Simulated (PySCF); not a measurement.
# [SbF2]+: a search over shapes

Aim: find the stationary points of [SbF2]+ from bent and linear starts in the singlet state, tell minima from saddle points, and describe the lowest.

The runs use PySCF 2.14.0; PBE0, basis Sb def2-TZVP with ECP28, F def2-TZVP, scalar-relativistic core potentials, no spin–orbit coupling, density fitting.

## Step 1: The starting structure

3 atoms, charge 1, spin multiplicity 1.

Bond lengths: Sb1–F2 1.999 Å, Sb1–F3 1.999 Å. Angles: F2–Sb1–F3 110.0°.

Coordinates in bohr (charge 1 multiplicity 1):
```
Sb    0.0000    0.0000   -0.5182
F     3.0946    0.0000    1.6488
F    -3.0946    0.0000    1.6488
```

## Step 2: Relaxing the singlet from the bent start

The steps below are one call of a driver around PySCF. For each, scf.py gives the equivalent set-up of the SCF; relaxations use the driver's own optimiser. Before each start the driver seeks the lowest SCF state from one or more starting densities and follows internal instabilities, so scf.py alone need not reach the same state.

The program finds C2v symmetry in the start, which this walk keeps.

File scf.py:

```python
from pyscf import gto, scf, dft
mol = gto.M(atom='''
Sb     0.000000     0.000000    -0.274202
F      1.637600    -0.000000     0.872498
F     -1.637600     0.000000     0.872498''',
    basis={'Sb': 'def2-TZVP', 'F': 'def2-TZVP'},
    ecp={'Sb': 'def2-TZVP'},
    charge=1, spin=0)
mf = dft.RKS(mol, xc='PBE0')
mf.grids.atom_grid = (50, 194)
aux = {'Sb': 'def2-universal-JKFIT', 'F': 'def2-universal-JKFIT'}
mf = mf.density_fit(auxbasis=aux)
mf.kernel()
```

Energy and gradient, step by step:

```csv
step,energy (Eh),change (kJ/mol),largest symmetric gradient (Eh/bohr)
0,-439.544320,0.00,0.06482
1,-439.567780,-61.59,0.02361
2,-439.571909,-72.43,0.01734
3,-439.572318,-73.51,0.00485
4,-439.572359,-73.62,0.00006
```

The walk needed 9.9 s of wall time on 4 threads, shared host.

Positions (Å) and forces (eV/Å) along the way:

```
step 0
Sb   0.000   0.000  -0.274   0.000   0.000   3.333
F    1.638   0.000   0.873  -3.021   0.000  -1.667
F   -1.638   0.000   0.873   3.021   0.000  -1.667
step 1
Sb   0.000   0.000  -0.227   0.000   0.000  -1.214
F    1.485   0.000   0.849  -0.095   0.000   0.607
F   -1.485   0.000   0.849   0.095   0.000   0.607
step 2
Sb   0.000   0.000  -0.358   0.000   0.000   0.892
F    1.348   0.000   0.914  -0.303   0.000  -0.446
F   -1.348   0.000   0.914   0.303   0.000  -0.446
step 3
Sb   0.000   0.000  -0.327   0.000   0.000  -0.250
F    1.363   0.000   0.899   0.077   0.000   0.125
F   -1.363   0.000   0.899  -0.077   0.000   0.125
step 4
Sb   0.000   0.000  -0.335   0.000   0.000   0.001
F    1.359   0.000   0.903  -0.003   0.000   0.000
F   -1.359   0.000   0.903   0.003   0.000   0.000
```

End point (C2v, 4 steps, 73.6 kJ/mol gained): Sb–F 1.837 Å (×2); F–Sb–F 95.4°.

## Step 3: Is it a minimum? Harmonic modes

The point is checked on the finer grid, and tightened if its gradient asks for it. The Hessian and the dipole derivatives come from central differences of analytic gradients, with steps of 0.01 bohr.

scf.py: that of step 2 with these lines changed.

```diff
@@ -3,3 +3,3 @@
-Sb     0.000000     0.000000    -0.274202
-F      1.637600    -0.000000     0.872498
-F     -1.637600     0.000000     0.872498''',
+Sb     0.000000    -0.000000    -0.292174
+F      1.364094    -0.000000     0.939509
+F     -1.364094     0.000000     0.939509''',
@@ -10 +10 @@
-mf.grids.atom_grid = (50, 194)
+mf.grids.atom_grid = (75, 302)
```

This SCF starts from the last density.

SCF at the final geometry:

```text
init E= -439.572078203687
  HOMO = -0.638752621737584  LUMO = -0.40176780595657  gap/eV = 6.44869
cycle= 1 E= -439.572078203687  delta_E= 3.41e-13  |g|= 3.79e-06  |ddm|= 3.78e-06
  HOMO = -0.638752172321286  LUMO = -0.401767837320048  gap/eV = 6.44867
Extra cycle  E= -439.57207820368  delta_E= 7.05e-12  |g|= 7.13e-06  |ddm|= 5.68e-06
converged SCF energy = -439.57207820368
```

The whole step took 23 s.

Geometry: C2v; Sb–F 1.838 Å (×2); F–Sb–F 95.8°.

Modes, for the most abundant isotopes:

| symmetry | ω (cm⁻¹) | IR (km/mol) | type |
| --- | --- | --- | --- |
| a1 | 228 | 12.1 | bend |
| b2 | 731 | 95.1 | stretch |
| a1 | 743 | 58.3 | stretch |

No imaginary mode, so this is a minimum.

Properties at this point:

* Dipole moment about the centre of mass: 3.62 D
* Highest occupied level: -17.38 eV
* Lowest empty level: -10.93 eV
* Rotational constants: 0.3844, 0.2384, 0.1471 cm⁻¹
* Zero-point energy: 10.2 kJ/mol
* Principal polarisabilities: 21.5, 26.5, 29.8 bohr³
* Principal traceless quadrupole moments about the centre of mass: -3.79, -0.84, 4.63 D Å
* Entropy at 298.15 K and 1 bar: 278.1 J/(mol K)
* Heat capacity Cp at 298.15 K: 47.1 J/(mol K)
* Enthalpy at 298.15 K above 0 K: 11.79 kJ/mol
* Rotational symmetry number: 2

Charges (e) and bond orders:

```tsv
atom	Mulliken	Löwdin	polar tensor	Mayer order to Sb1
Sb1	1.60	1.29	1.94	–
F2,3	-0.30	-0.14	-0.47	1.13
```

Outer orbital energies (eV). occupied: -38.96, -23.74, -20.08, -19.35, -19.27, -18.60, -18.35, -17.38; empty: -10.93, -8.01, -7.18, -1.78.

Mulliken populations on Sb1 (outside its core potential): s 3.88, p 7.18, d 10.22, f 0.12.

## Step 4: Relaxation: linear start, singlet

The program finds D∞h symmetry in the start, which this walk keeps. Threshold on the gradient: 0.0003 Eh/bohr, with a further test on the energy change.

scf.py: that of step 3 with these lines changed.

```diff
@@ -3,3 +3,3 @@
-Sb     0.000000    -0.000000    -0.292174
-F      1.364094    -0.000000     0.939509
-F     -1.364094     0.000000     0.939509''',
+Sb     0.000000     0.000000     0.000000
+F      0.000000     0.000000     1.999200
+F      0.000000     0.000000    -1.999200''',
@@ -10 +10 @@
-mf.grids.atom_grid = (75, 302)
+mf.grids.atom_grid = (50, 194)
```

Energy and gradient, step by step:

| step | energy (Eh) | change (kJ/mol) | largest symmetric gradient (Eh/bohr) |
| --- | --- | --- | --- |
| 0 | -439.490770 | 0.00 | 0.03884 |
| 1 | -439.497380 | -17.35 | 0.01018 |
| 2 | -439.497706 | -18.21 | 0.00214 |
| 3 | -439.497722 | -18.25 | 0.00009 |
| 4 | -439.497722 | -18.25 | 0.00000 |

The walk took 8.6 s.

Geometry (Å) and forces (eV/Å) at some steps:

```
step 0
Sb   0.000   0.000   0.000   0.000   0.000   0.000
F    0.000   0.000   1.999   0.000   0.000  -1.997
F    0.000   0.000  -1.999   0.000   0.000   1.997
step 1
Sb   0.000   0.000   0.000   0.000   0.000   0.000
F    0.000   0.000   1.893   0.000   0.000   0.523
F    0.000   0.000  -1.893   0.000   0.000  -0.523
step 2
Sb   0.000   0.000   0.000   0.000   0.000   0.000
F    0.000   0.000   1.915   0.000   0.000  -0.110
F    0.000   0.000  -1.915   0.000   0.000   0.110
step 3
Sb   0.000   0.000   0.000   0.000   0.000   0.000
F    0.000   0.000   1.911   0.000   0.000  -0.005
F    0.000   0.000  -1.911   0.000   0.000   0.005
step 4
Sb   0.000   0.000   0.000   0.000   0.000   0.000
F    0.000   0.000   1.911   0.000   0.000   0.000
F    0.000   0.000  -1.911   0.000   0.000   0.000
```

It settles in D∞h symmetry, 18.3 kJ/mol below the start, after 4 steps: Sb–F 1.911 Å (×2); F–Sb–F 180.0°.

## Step 5: Vibrations and properties at this point

As before: finer grid, then central differences.

scf.py: that of step 4 with these lines changed.

```diff
@@ -3,3 +3,3 @@
-Sb     0.000000     0.000000     0.000000
-F      0.000000     0.000000     1.999200
-F      0.000000     0.000000    -1.999200''',
+Sb    -0.000000     0.000000     0.000000
+F     -0.000000     0.000000     1.911027
+F      0.000000     0.000000    -1.911027''',
@@ -10 +10 @@
-mf.grids.atom_grid = (50, 194)
+mf.grids.atom_grid = (75, 302)
```

Log of the central SCF (cycles and frontier levels):

```text
init E= -439.497830918947
  HOMO = -0.582631988249585  LUMO = -0.41428761164908  gap/eV = 4.58088
cycle= 1 E= -439.497830918912  delta_E= 3.48e-11  |g|= 1.55e-05  |ddm|= 1.22e-05
  HOMO = -0.582633016295802  LUMO = -0.414287411575979  gap/eV = 4.58092
cycle= 2 E= -439.497830918679  delta_E= 2.33e-10  |g|= 4e-05  |ddm|= 3.05e-05
  HOMO = -0.582632316226022  LUMO = -0.414287483375297  gap/eV = 4.58090
cycle= 3 E= -439.497830918953  delta_E= -2.74e-10  |g|= 1.39e-06  |ddm|= 2.2e-05
  HOMO = -0.582632247991896  LUMO = -0.414287502714758  gap/eV = 4.58089
cycle= 4 E= -439.497830918954  delta_E= -1.02e-12  |g|= 1.82e-07  |ddm|= 8.29e-07
  HOMO = -0.582632290271786  LUMO = -0.414287519564236  gap/eV = 4.58089
Extra cycle  E= -439.497830918953  delta_E= 6.82e-13  |g|= 3.08e-07  |ddm|= 2.8e-07
converged SCF energy = -439.497830918953
```

The whole step took 14 s.

Geometry: D∞h; Sb–F 1.911 Å (×2); F–Sb–F 180.0°.

Modes, for the most abundant isotopes:

```csv
symmetry,ω (cm⁻¹),IR (km/mol),type
πu,239i,9.5,bend
σg+,632,0.0,stretch
σu+,636,230,stretch
```

2 modes are imaginary, the largest at 239i cm⁻¹: a saddle point, not a minimum.

Properties at this point:

| Item | Value |
| --- | --- |
| Dipole moment about the centre of mass | 0.00 D |
| Highest occupied level | -15.85 eV |
| Lowest empty level | -11.27 eV |
| Rotational constants | 0.1215 cm⁻¹ |
| Zero-point energy (real modes) | 7.6 kJ/mol |
| Principal polarisabilities | 24.3, 24.3, 41.9 bohr³ |
| Principal traceless quadrupole moments about the centre of mass | -11.35, 5.68, 5.68 D Å |

Populations by atom (charges in e):

```
atom  Mulliken  Löwdin  polar tensor  Mayer order to Sb1
 Sb1      1.61    1.42          1.88                   –
F2,3     -0.31   -0.21         -0.44                1.10
```

Outer orbital energies (eV). occupied: -38.56, -23.69, -20.13, -18.57, -18.57, -18.00, -18.00, -15.85; empty: -11.27, -11.27, -5.70, -1.95.

Mulliken populations on Sb1 (outside its core potential): s 4.01, p 6.99, d 10.30, f 0.09.

## Step 6: Leaving the saddle point

The atoms are moved a little along the softest imaginary mode and relaxed again.

The program finds C2v symmetry in the start, which this walk keeps.

scf.py: that of step 5 with these lines changed.

```diff
@@ -3,3 +3,3 @@
-Sb    -0.000000     0.000000     0.000000
-F     -0.000000     0.000000     1.911027
-F      0.000000     0.000000    -1.911027''',
+Sb    -0.037521    -0.003794    -0.000000
+F      0.119391     0.012071     1.911027
+F      0.119391     0.012071    -1.911027''',
@@ -10 +10 @@
-mf.grids.atom_grid = (75, 302)
+mf.grids.atom_grid = (50, 194)
```

Steps of the walk:

```csv
step,energy (Eh),change (kJ/mol),largest symmetric gradient (Eh/bohr)
0,-439.500431,0.00,0.01677
1,-439.510262,-25.81,0.02876
2,-439.528578,-73.90,0.03702
3,-439.541190,-107.01,0.05952
4,-439.557867,-150.80,0.03682
5,-439.570660,-184.39,0.01904
6,-439.571132,-185.62,0.02438
7,-439.572118,-188.21,0.00130
8,-439.572130,-188.24,0.00015
9,-439.572130,-188.24,0.00001
```

The walk needed 18 s of wall time on 4 threads, shared host.

After 9 steps and 188.2 kJ/mol it ends at C2v: Sb–F 1.838 Å (×2); F–Sb–F 95.7°.

## Step 7: The points found, side by side

| spin | group | bonds | imaginary modes (cm⁻¹) | ΔE (kJ/mol) | with zero-point energy |
| --- | --- | --- | --- | --- | --- |
| singlet | C2v | Sb–F 1.838 Å (×2) | none | 0.0 | 0.0 |
| singlet | D∞h | Sb–F 1.911 Å (×2) | 239i, 239i | 194.9 | – |

## Step 8: What came out

| quantity | value |
| --- | --- |
| lowest minimum | singlet, C2v |
| geometry | Sb–F 1.838 Å (×2); F–Sb–F 95.8° |
| wavenumbers (cm⁻¹) | 228 (a1), 731 (b2), 743 (a1) |
| dipole moment (centre of mass) | 3.62 D |
| highest occupied, lowest empty level | -17.38, -10.93 eV |
| polar-tensor charge of Sb1 | +1.94 e |
| zero-point energy | 10.2 kJ/mol |
| entropy at 298.15 K | 278.1 J/(mol K) |

**Reading.** The lowest minimum found is the singlet of C2v symmetry. In the infrared the band at 731 cm⁻¹ (b2, stretch) leads. A search over typed starts can miss a lower isomer.  Spin–orbit coupling is left out.

The search up to here took 76 s.
